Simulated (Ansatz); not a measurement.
# Al5Ag19: the cost of one run

Method: DFT PBE, scalar-relativistic, plane waves, PAW, in Ansatz 0.2.0.

### Step 1. The structure to begin with

The cell holds 24 atoms (Ag19Al5): a = 7.434 Å, b = 7.557 Å, c = 7.676 Å, α = 93.73°, β = 91.29°, γ = 93.95°.

It is the last frame of an earlier stage of the same melt, run at 1700 K.

The coordinates stand in the first input below.

### Step 2. Stage at 1220 K

One k point, a Fermi-Dirac width of 0.105 eV and a fixed cell.

input.yaml

```yaml
crystal:
  lattice:
    - [7.428963, -0.259961, -0.089467]
    - [-0.259961, 7.548587, -0.249315]
    - [-0.089467, -0.249315, 7.670939]
  atoms:
    - { symbol: Ag, position: [0.5755303385, 0.2264462, 0.1422033238] }
    - { symbol: Ag, position: [0.9388658097, 0.8480141947, 0.4642946811] }
    - { symbol: Ag, position: [0.5181820111, 0.9571497174, 0.9764706939] }
    - { symbol: Ag, position: [0.0031097099, 0.2106312595, 0.6218526256] }
    - { symbol: Ag, position: [0.1857650799, 0.5910672565, 0.535730736] }
    - { symbol: Ag, position: [0.3032999039, 0.4973613209, 0.1832971637] }
    - { symbol: Ag, position: [0.6342933812, 0.7114041726, 0.2794545055] }
    - { symbol: Ag, position: [0.5079975534, 0.7186052849, 0.6781710931] }
    - { symbol: Ag, position: [0.8058896041, 0.9701526288, 0.8152471029] }
    - { symbol: Ag, position: [0.2789254546, 0.8543157594, 0.2652662613] }
    - { symbol: Ag, position: [0.6567512291, 0.1045351524, 0.4568659128] }
    - { symbol: Ag, position: [0.576524241, 0.2618387661, 0.7949814734] }
    - { symbol: Ag, position: [0.1448956433, 0.1157328966, 0.0122718096] }
    - { symbol: Ag, position: [0.2950097827, 0.9646046408, 0.6691739229] }
    - { symbol: Ag, position: [0.8728949427, 0.992738274, 0.1982571908] }
    - { symbol: Ag, position: [0.1650361579, 0.7587829732, 0.9068041907] }
    - { symbol: Ag, position: [0.7987116265, 0.4530492837, 0.4142719092] }
    - { symbol: Ag, position: [0.8804332905, 0.5896152979, 0.0484519347] }
    - { symbol: Ag, position: [0.3805253807, 0.2859561572, 0.4796833021] }
    - { symbol: Al, position: [0.5231067264, 0.5945590005, 0.9735153568] }
    - { symbol: Al, position: [0.8625488178, 0.2705842787, 0.9867993856] }
    - { symbol: Al, position: [0.0386781862, 0.3014904019, 0.2738611315] }
    - { symbol: Al, position: [0.8467063492, 0.5843463137, 0.7156733864] }
    - { symbol: Al, position: [0.2342714463, 0.4152249199, 0.7990701635] }
  symmetry: { detect: false }
basis:
  ecutwfc: 420
  xc_grid: 1
kpoints:
  mp_grid: { grid: [1, 1, 1], shift: [0.25, 0.25, 0.25] }
hamiltonian:
  xc: pbe
scf:
  occupations: { method: fermi_dirac, width: 0.1051 }
  lower_state_search: "off"
  convergence: { dr2_threshold: 1.0e-05 }
output:
  forces: true
  stress: true
md:
  timestep: 3.0
  n_steps: 50
  ensemble: nvt_langevin
  friction: 0.03
  temperature: 1220.0
  initial_velocities: maxwell_boltzmann
  seed: 43429
```

On the command line:

```sh
$ ansatz run input.yaml --threads 2 --pin off --max-ram 5120MiB --backend cpu --events-out ev --progress --plain --runs-dir out
```

**Question.** How long does this run take on 2 threads of Arm Neoverse V2, shared host, and how much memory does it need?

About 3.6 min, with a peak of 0.86 GiB.
